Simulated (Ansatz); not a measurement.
# YPdF (P-6m2) in Ansatz: convergence with wavefunction cutoff

Aim: find how far wavefunction cutoff must go before the results for YPdF settle, at r2SCAN. This setting moves, with any that are tied to it; all else stays.

All numbers are computed with Ansatz 0.2.0; they aren't measurements. Logs are shortened: lines on timing, memory, paths and dates and some standing lists are left out, and cuts for length are marked.

**1. Starting point**

The structure is hexagonal, space group P-6m2 (No. 187). The conventional cell has a = 3.852 Å, b = 3.852 Å, c = 4.364 Å, α = 90.00°, β = 90.00°, γ = 120.00°. Around Y (site symmetry -6m2) lie 6 Pd at 3.12 Å and 6 F at 3.12 Å. Pd (site symmetry -6m2) is surrounded by 3 F at 2.22 Å. Around F (site symmetry -6m2) lie 3 Pd at 2.22 Å.

The cell was built by a generator and needn't be a form met in nature.

**2. With wavefunction cutoff 400 eV**

Input file input.yaml:

```yaml
crystal:
  lattice:
    - [3.8516678, 0.0, 0.0]
    - [-1.9258339, 3.33564217, 0.0]
    - [0.0, 0.0, 4.36426712]
  atoms:
    - { symbol: "Y", position: [0.0, 0.0, 0.0] }
    - { symbol: Pd, position: [0.66666667, 0.33333333, 0.5] }
    - { symbol: F, position: [0.33333333, 0.66666667, 0.5] }
hamiltonian:
  xc: r2scan
  pseudopotentials: { kind: nc, accuracy: stringent }
kpoints:
  mp_grid: { grid: [7, 7, 5] }
scf:
  occupations: { method: fermi_dirac, width: 0.05 }
output:
  forces: true
  stress: true
  eigenvalues: true
basis:
  ecutwfc: "400 eV"
```

Potentials or basis: PseudoDojo stringent (PBE files).

Launch:

```console
> ansatz run input.yaml --threads 2 --pin off --max-ram 5632MiB --backend cpu --events-out ev --progress --plain --runs-dir out
```

Run time: 3.7 s. Hardware: 2 threads of Arm Neoverse V2, shared host; peak memory 0.32 GiB.

Results:

* Free energy: -5474.9090 eV
* Pressure: 0.7 GPa
* Band gap on the k mesh: none (metal or under the smearing width)

**3. With wavefunction cutoff 500 eV**

Edit input.yaml of step 2 so:

```diff
@@ -21,2 +21,2 @@
 basis:
-  ecutwfc: "400 eV"
+  ecutwfc: "500 eV"
```

Potentials or basis: PseudoDojo stringent (PBE files).

Launch:

```console
> ansatz run input.yaml --threads 2 --pin off --max-ram 5632MiB --backend cpu --events-out ev --progress --plain --runs-dir out
```

Run time: 5.4 s. Hardware: 2 threads of Arm Neoverse V2, shared host; peak memory 0.35 GiB.

Results:

| Property | Result |
| --- | --- |
| Free energy | -5500.0876 eV |
| Pressure | -0.7 GPa |
| Band gap on the k mesh | none (metal or under the smearing width) |

**4. With wavefunction cutoff 600 eV**

Edit input.yaml of step 3 so:

```diff
@@ -21,2 +21,2 @@
 basis:
-  ecutwfc: "500 eV"
+  ecutwfc: "600 eV"
```

Launch:

```console
> ansatz run input.yaml --threads 2 --pin off --max-ram 5632MiB --backend cpu --events-out ev --progress --plain --runs-dir out
```

Run time: 6.9 s. Hardware: 2 threads of Arm Neoverse V2, shared host; peak memory 0.39 GiB.

What came out:

* Free energy: -5511.1265 eV
* Pressure: 0.4 GPa
* Band gap on the k mesh: none (metal or under the smearing width)

**5. With wavefunction cutoff 700 eV**

Edit input.yaml of step 4 so:

```diff
@@ -21,2 +21,2 @@
 basis:
-  ecutwfc: "600 eV"
+  ecutwfc: "700 eV"
```

Launch:

```console
> ansatz run input.yaml --threads 2 --pin off --max-ram 5632MiB --backend cpu --events-out ev --progress --plain --runs-dir out
```

Wall time 8.6 s (2 threads of Arm Neoverse V2, shared host); peak memory 0.46 GiB.

Results:

| Quantity | Value |
| --- | --- |
| Free energy | -5515.5231 eV |
| Pressure | 0.2 GPa |
| Band gap on the k mesh | none (metal or under the smearing width) |

**6. With wavefunction cutoff 850 eV**

Edit input.yaml of step 5 so:

```diff
@@ -21,2 +21,2 @@
 basis:
-  ecutwfc: "700 eV"
+  ecutwfc: "850 eV"
```

Potentials or basis: PseudoDojo stringent (PBE files).

Launch:

```console
> ansatz run input.yaml --threads 2 --pin off --max-ram 5632MiB --backend cpu --events-out ev --progress --plain --runs-dir out
```

Run time: 8.4 s. Hardware: 2 threads of Arm Neoverse V2, shared host; peak memory 0.48 GiB.

Results (log left out):

```yaml
Free_energy: -5517.3637 eV
Pressure: 0.3 GPa
Band_gap_on_the_k_mesh: none (metal or under the smearing width)
```

**7. With wavefunction cutoff 1000 eV**

Edit input.yaml of step 6 so:

```diff
@@ -21,2 +21,2 @@
 basis:
-  ecutwfc: "850 eV"
+  ecutwfc: "1000 eV"
```

Launch:

```console
> ansatz run input.yaml --threads 2 --pin off --max-ram 5632MiB --backend cpu --events-out ev --progress --plain --runs-dir out
```

Run time: 10 s. Hardware: 2 threads of Arm Neoverse V2, shared host; peak memory 0.52 GiB.

It converged, with:

```yaml
Free_energy: -5517.6195 eV
Pressure: 0.3 GPa
Band_gap_on_the_k_mesh: none (metal or under the smearing width)
```

**8. With wavefunction cutoff 1200 eV**

Edit input.yaml of step 7 so:

```diff
@@ -21,2 +21,2 @@
 basis:
-  ecutwfc: "1000 eV"
+  ecutwfc: "1200 eV"
```

Launch:

```console
> ansatz run input.yaml --threads 2 --pin off --max-ram 5632MiB --backend cpu --events-out ev --progress --plain --runs-dir out
```

Wall time 13 s (2 threads of Arm Neoverse V2, shared host); peak memory 0.63 GiB.

Results (log left out):

- Free energy: -5517.6360 eV
- Pressure: 0.3 GPa
- Band gap on the k mesh: none (metal or under the smearing width)

**9. With wavefunction cutoff 1400 eV**

Edit input.yaml of step 8 so:

```diff
@@ -21,2 +21,2 @@
 basis:
-  ecutwfc: "1200 eV"
+  ecutwfc: "1400 eV"
```

Potentials or basis: PseudoDojo stringent (PBE files).

Launch:

```console
> ansatz run input.yaml --threads 2 --pin off --max-ram 5632MiB --backend cpu --events-out ev --progress --plain --runs-dir out
```

Wall time 17 s (2 threads of Arm Neoverse V2, shared host); peak memory 0.72 GiB.

It converged, with:

| Item | Value |
| --- | --- |
| Free energy | -5517.6369 eV |
| Pressure | 0.3 GPa |
| Band gap on the k mesh | none (metal or under the smearing width) |

**10. With wavefunction cutoff 1700 eV**

Edit input.yaml of step 9 so:

```diff
@@ -21,2 +21,2 @@
 basis:
-  ecutwfc: "1400 eV"
+  ecutwfc: "1700 eV"
```

Potentials or basis: PseudoDojo stringent (PBE files).

Launch:

```console
> ansatz run input.yaml --threads 2 --pin off --max-ram 5632MiB --backend cpu --events-out ev --progress --plain --runs-dir out
```

The log of the run:

```text
Warning: The stringent table, which hamiltonian.pseudopotentials names, holds the potential of the library's standard table for Y, Pd, F (one content_sha256, or a second file that the publisher made of the same generator input, which states another). The run takes no other species from the library, so that hamiltonian.pseudopotentials.accuracy: standard would change no potential of it. The deck needs no change, but a comparison with a run at hamiltonian.pseudopotentials.accuracy: standard does not test the potential of Y, Pd, F. With hamiltonian.pseudopotentials.accuracy and source left out a run reads another potential of Y, Pd, F, from this project's own files. To test it, run on another potential, such as that of hamiltonian.pseudopotentials: {kind: paw}
Warning: hamiltonian.xc reads the kinetic-energy density τ on the library's norm-conserving files, and those of Y, Pd, F were made for PBE. This build holds files of Y, Pd, F that were made for r²SCAN, which a deck under this functional can read where it names no table (hamiltonian.pseudopotentials.accuracy or source), types no xc_functional and has no exact exchange, max_exx_coeff or level of output.embedding that keeps them out. To compare such runs, type hamiltonian.pseudopotentials: {kind: paw, frozen_core: stored} on both or, where PAW refuses one, {kind: nc, accuracy: standard}
Warning: RAYON_NUM_THREADS=2 ignored (pool sized by the plan → 2); use --threads N
Engine: ansatz 0.2.0, aarch64-unknown-linux-gnu
Pseudopotentials: kind: nc
Pseudopotential: Y, nc, valence charge 11, recommended cutoff 979.609905 eV (normal), Y.nc.azcp (PseudoDojo's, or run here from an input of PseudoDojo's; its table is named by hamiltonian.pseudopotentials.accuracy)
Pseudopotential: Pd, nc, valence charge 18, recommended cutoff 1115.666836 eV (normal), Pd.nc.azcp (PseudoDojo's, or run here from an input of PseudoDojo's; its table is named by hamiltonian.pseudopotentials.accuracy)
Pseudopotential: F, nc, valence charge 7, recommended cutoff 1142.878222 eV (normal), F.nc.azcp (PseudoDojo's, or run here from an input of PseudoDojo's; its table is named by hamiltonian.pseudopotentials.accuracy)
Functional definition: r2SCAN
  parameter k0 = 0.174
  parameter k1 = 0.065
  parameter a1 = 4.9479
  exchange = r2scan_x(k0 = k0, k1 = k1, a1 = a1)
  correlation = r2scan_c
Crystal: 3 atoms, lattice volume = 56.071 Å³
Basis set: ecut = 1700 eV, 8903 PW (Γ), exchange–correlation on 216×216×240 points (64 copies of the dense FFT grid, shifted against one another)
Bands: 22, of which v1, the nominal top of the filled ones, is band 18 counted from 1 (17 counted from 0)
Symmetry: 12 space group operations
Space group: P-6m2 (ITA 187), of the structure as read, at distance tolerance 3.8e-5 Å
k-points: 24 of 245 (time reversal used)
Non-local potential: Y, projectors of the file, l = 0: 2, l = 1: 2, l = 2: 2
Non-local potential: Pd, projectors of the file, l = 0: 2, l = 1: 2, l = 2: 2
Non-local potential: F, projectors of the file, l = 0: 2, l = 1: 2, l = 2: 1
Initial density: superposition of atomic densities (chi_scale 0.1, normalization cell, long waves kept (reshape's long-wave potential 0.02 eV rms))
Initial wavefunctions: pseudopotential atomic-orbital guess
Functional: x = r2scan, c = r2scan; τ floored in thin density (d = 2e-4 eV/Å³)
SCF iter   1: F=—  HF=-5531.262079 eV  |F-HF|=—  |Δ(HF+E_count)|=         —  Δρ=4.08e-1  dr2=1.45e2  dr2_τ=7.86e1  ethr=3.10e-3  ⟨swp⟩=7.8  Hψ=2872  notcnv=0
preconditioner: auto → Kerker (q_TF=auto, 2.534 Å⁻¹)  [metal: Δε(μ)=0.011 eV  Ē_g=5.286 eV  σ=0.050 eV  W_gap=0.05  n_scr=20 (ndim 8)  ℏωp=22.2 eV  f_vac=0.000  D(μ)=3.67/eV (n_scr^D=40)]
SCF iter   2: F=—  HF=-5521.664046 eV  |F-HF|=—  |Δ(HF+E_count)|=    9.60e0  Δρ=2.03e-1  dr2=1.49e1  dr2_τ=1.71e2  ethr=3.10e-3  ⟨swp⟩=5.8  Hψ=2155  notcnv=0
SCF iter   3: F=—  HF=-5517.851197 eV  |F-HF|=—  |Δ(HF+E_count)|=    3.81e0  Δρ=7.05e-2  dr2=1.71e0  dr2_τ=1.12e0  ethr=3.10e-3  ⟨swp⟩=3.9  Hψ=1355  notcnv=0
SCF iter   4: F=—  HF=-5517.654996 eV  |F-HF|=—  |Δ(HF+E_count)|=   1.96e-1  Δρ=1.54e-2  dr2=2.42e-1  dr2_τ=1.22e-1  ethr=3.10e-3  ⟨swp⟩=3.0  Hψ=1238  notcnv=0
SCF iter   5: F=—  HF=-5517.660998 eV  |F-HF|=—  |Δ(HF+E_count)|=   6.00e-3  Δρ=1.27e-2  dr2=1.58e-1  dr2_τ=1.70e-1  ethr=6.73e-4  ⟨swp⟩=3.0  Hψ=1120  notcnv=0
SCF iter   6: F=—  HF=-5517.643437 eV  |F-HF|=—  |Δ(HF+E_count)|=   1.76e-2  Δρ=7.07e-3  dr2=2.73e-2  dr2_τ=3.20e-2  ethr=4.40e-4  ⟨swp⟩=3.0  Hψ=805  notcnv=0
SCF iter   7: F=—  HF=-5517.637951 eV  |F-HF|=—  |Δ(HF+E_count)|=   5.49e-3  Δρ=1.77e-3  dr2=3.74e-3  dr2_τ=7.04e-4  ethr=7.59e-5  ⟨swp⟩=2.7  Hψ=935  notcnv=0
SCF iter   8: F=—  HF=-5517.637765 eV  |F-HF|=—  |Δ(HF+E_count)|=   1.87e-4  Δρ=1.16e-3  dr2=1.25e-3  dr2_τ=5.94e-4  ethr=1.04e-5  ⟨swp⟩=2.0  Hψ=907  notcnv=0
SCF iter   9: F=—  HF=-5517.637532 eV  |F-HF|=—  |Δ(HF+E_count)|=   2.32e-4  Δρ=1.62e-4  dr2=1.97e-5  dr2_τ=1.59e-5  ethr=3.48e-6  ⟨swp⟩=2.1  Hψ=839  notcnv=0
SCF iter  10: F=—  HF=-5517.637437 eV  |F-HF|=—  |Δ(HF+E_count)|=   9.55e-5  Δρ=5.25e-5  dr2=1.12e-6  dr2_τ=2.11e-6  ethr=5.47e-8  ⟨swp⟩=2.6  Hψ=1005  notcnv=0
SCF iter  11: F=—  HF=-5517.637437 eV  |F-HF|=—  |Δ(HF+E_count)|=   1.52e-7  Δρ=1.28e-5  dr2=6.12e-8  dr2_τ=1.26e-7  ethr=2.78e-10  ⟨swp⟩=8.5  Hψ=4031  notcnv=0
SCF iter  12: F=-5517.637437 eV  HF=-5517.637437 eV  |F-HF|=6.21e-9  |Δ(HF+E_count)|=   3.29e-8  Δρ=3.94e-6  dr2=8.89e-9  dr2_τ=8.51e-9  ethr=1.70e-10  ⟨swp⟩=6.0  Hψ=2595  notcnv=0
SCF 1 converged in 12 iterations: F = -5517.637437 eV  dr2 = 8.89e-9
SCF converged after 12 iterations
Free energy (F): -5517.637437 eV
Harris-Foulkes:  -5517.637437 eV  (|F-HF|=6.21e-9)
Internal energy: -5517.626015 eV  (E = F + TS)
E sigma→0 (E₀):  -5517.631726 eV
Entropy (-TS):   -0.011422 eV (-3.807 meV/atom)
Fermi energy:    12.180791 eV
--- Per-component energies (eV) ---
  E_band       = -406.961729
  E_kinetic    = 1997.780939
  E_local      = -4601.002905  (includes V_loc(G=0)·N_el)
  E_nonlocal   = 88.491199
  E_hartree    = 1496.488039
  E_xc         = -994.333796
  E_vxc        = -948.881254  (∫ρ·V_xc dr)
  E_vtau       = 63.672079  (kinetic-family band-sum trace: ∫τ·v_τ [+ j·A + Jᵃ·Aᵃ] dr)
  E_ewald      = -3505.049491
  E_smearing   = -0.011422  (= −TS)
  E_closure    = -0.000000  (closes the sum)
  Σ components = -5517.637437   (vs F -5517.637437, Δ=0.00e0)
--- Forces (eV/Å), atoms counted from 1 ---
  atom   1  Y      0.00000000     0.00000000    -0.00000000
  atom   2  Pd    -0.00000000    -0.00000000     0.00000000
  atom   3  F     -0.00000000     0.00000000     0.00000000
  max |Σ_I F_I| component: 3.89e-16 eV/Å
--- Stress (GPa, compression-positive) ---
        7.273348       0.000000       0.000000
        0.000000       7.273348      -0.000000
        0.000000      -0.000000     -13.544566
  P = ⅓ Tr σ = 0.3340 GPa (3.340 kbar)
--- Band table (eV; the first three rows and the last of 24) ---
  k-point 0: bands = ["-74.9274", "-39.7579", "-39.5111", "-39.5111", "-33.1541", "-14.4975", "-12.3455", "-12.2354", "-12.2354", "4.7461", "4.7461", "5.7148", "7.4584", "9.4393", "9.4393", "9.5299", "11.2822", "11.2822", "12.9927", "13.6966", "13.6966", "15.5846"]
  k-point 1: bands = ["-74.9274", "-39.7583", "-39.5111", "-39.5111", "-33.1531", "-14.5113", "-12.3398", "-12.2348", "-12.2348", "4.7378", "4.7378", "5.4584", "8.0814", "9.3766", "9.3766", "9.7747", "11.2265", "11.2265", "12.6495", "13.8641", "13.8641", "15.6000"]
  k-point 2: bands = ["-74.9274", "-39.7590", "-39.5111", "-39.5111", "-33.1514", "-14.5335", "-12.3308", "-12.2337", "-12.2337", "4.7250", "4.7250", "5.1789", "9.2716", "9.2716", "9.3193", "10.2409", "11.1444", "11.1444", "11.6103", "14.2908", "14.2908", "15.4080"]
  k-point 23: bands = ["-74.9272", "-39.7578", "-39.5180", "-39.5150", "-33.1343", "-14.4331", "-12.4002", "-12.3510", "-12.3468", "4.7062", "5.2101", "5.3041", "9.0492", "9.4440", "9.5159", "9.8969", "10.2874", "11.8955", "12.9651", "13.6633", "14.1131", "15.5249"]
```

Run time: 26 s. Hardware: 2 threads of Arm Neoverse V2, shared host; peak memory 0.91 GiB.

Results:

```
Free energy            : -5517.6374 eV
Pressure               : 0.3 GPa
Band gap on the k mesh : none (metal or under the smearing width)
```

**11. The series at a glance**

```tsv
wavefunction cutoff	energy less the tightest run, at zero smearing (meV/atom)	pressure (GPa)	SCF cycles	CPU time (s)	peak memory (GiB)
400 eV	14243.14	0.72	12	7.1	0.32
500 eV	5850.04	-0.71	12	10	0.35
600 eV	2170.35	0.40	12	14	0.39
700 eV	704.78	0.23	12	17	0.46
850 eV	91.26	0.30	11	16	0.48
1000 eV	5.96	0.33	11	20	0.52
1200 eV	0.49	0.34	11	26	0.63
1400 eV	0.16	0.33	11	34	0.72
1700 eV	0.00	0.33	12	51	0.91
```

Against the tightest run, the energy stays within 1 meV/atom from 1200 eV on; the pressure stays within 0.1 GPa from 850 eV on. The tightest run that finished is the yardstick and may itself not be fully converged.

Caveats: the meta-GGA runs on potentials made for a GGA; the potentials were made for another functional, which shifts forces and pressure.
